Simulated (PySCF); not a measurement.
# BrGeH3: the cost of one run

The runs use PySCF 2.14.0, with density-fitted response routines of our own; the level of theory stands in each step. All values are computed, except where a source is named. Atoms are numbered from 0 throughout.

## (1) The molecule as given

5 atoms, charge 0, multiplicity 1; geometry from: GFN2-xTB.

Bonds of the start (Å): Ge0–Br1 2.26, Ge0–H2 1.50, Ge0–H3 1.50, Ge0–H4 1.50.

## (2) Relaxing the molecule at PBE0-D3(BJ)/def2-SVP

Job settings and geometry (Å):

```
{"job": {"xc": "PBE0", "basis": "def2-SVP", "d3": "d3bj", "grid": 1, "kind": "geom"}, "charge": 0, "multiplicity": 1}
Ge    -0.182673    -0.003442    -0.010836
Br     2.073676     0.040580     0.077775
H     -0.666018    -0.644887     1.254615
H     -0.650888     1.415433    -0.121259
H     -0.565475    -0.804831    -1.217480
```

Command:

```sh
$ OMP_NUM_THREADS=1 python probes_run.py task.json out
```

One launch serves the whole session: the jobs run in the order shown.

**Question.** How long does this first job take on 1 thread of Intel Xeon 6975P-C, shared host, and how much memory does it need?

About 7.5 s, with a peak of 0.35 GiB.
